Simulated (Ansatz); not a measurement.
# Bi2Se3 (Paraguanajuatite): the cost of one run

Program: Ansatz 0.2.0. Level of theory: DFT PBE, scalar-relativistic, plane waves, PAW. These are calculated values, not measurements.

2 further runs of the same task are left out: 2 set aside as unsound or not needed.

## (1) The starting structure

It takes space group R-3m (No. 166, trigonal). Conventional cell: a = 4.190 Å, b = 4.190 Å, c = 31.301 Å, α = 90.00°, β = 90.00°, γ = 120.00°. Around Bi (site symmetry 3m) lie 6 Se at 2.88 to 3.11 Å. Se (site symmetry -3m) is surrounded by 6 Bi at 3.11 Å. Around Se (site symmetry 3m) lie 3 Bi at 2.88 Å.

As a file:

```cif
data_structure
_symmetry_space_group_name_H-M 'R-3m:H'
_symmetry_Int_Tables_number 166
_cell_length_a 4.1904
_cell_length_b 4.1904
_cell_length_c 31.3009
_cell_angle_alpha 90.000
_cell_angle_beta 90.000
_cell_angle_gamma 120.000
_cell_volume 476.00
loop_
_atom_site_label
_atom_site_type_symbol
_atom_site_symmetry_multiplicity
_atom_site_Wyckoff_symbol
_atom_site_fract_x
_atom_site_fract_y
_atom_site_fract_z
_atom_site_occupancy
Bi1 Bi 6 c 0.66667 0.33333 0.72897 1
Se1 Se 3 a 0.00000 0.00000 0.00000 1
Se2 Se 6 c 0.33333 0.66667 0.88781 1
```

This cell was relaxed beforehand with the same method: volume 31.73 Å³/atom, gap on the mesh 0.70 eV.

## (2) A stricter relaxation

Response runs need a geometry at rest under their own mesh and occupations; hence this stricter relaxation.

Contents of input.yaml:

```yaml
crystal:
  lattice:
    - [2.0952101477, 1.2096701428, 10.43362903]
    - [-2.0952101477, 1.2096701428, 10.43362903]
    - [0.0, -2.4193402856, 10.43362903]
  atoms:
    - { symbol: Bi, position: [0.3956391885, 0.3956391885, 0.3956391885] }
    - { symbol: Bi, position: [0.6043608115, 0.6043608115, 0.6043608115] }
    - { symbol: Se, position: [0.0, 0.0, 0.0] }
    - { symbol: Se, position: [0.2211432112, 0.2211432112, 0.2211432112] }
    - { symbol: Se, position: [0.7788567888, 0.7788567888, 0.7788567888] }
basis:
  ecutwfc: 420
kpoints:
  mp_grid: { grid: [9, 9, 9] }
hamiltonian:
  xc: pbe
scf:
  occupations: { method: fixed }
output:
  forces: true
  stress: true
  eigenvalues: true
  write_density: true
  write_potential: true
  elf: true
  volumetric_format: npy
relax:
  adjacent_minimum: "off"
  f_tol: 0.001
  max_steps: 60
  cell: { stress_tol: 0.01 }
```

Command:

```bash
$ ansatz run input.yaml --threads 2 --pin off --max-ram 5120MiB --backend cpu --events-out ev --progress --plain --runs-dir out
```

What time and memory should one allow on 2 threads of Arm Neoverse N1, shared host?

About 5.5 min, with a peak of 0.74 GiB.
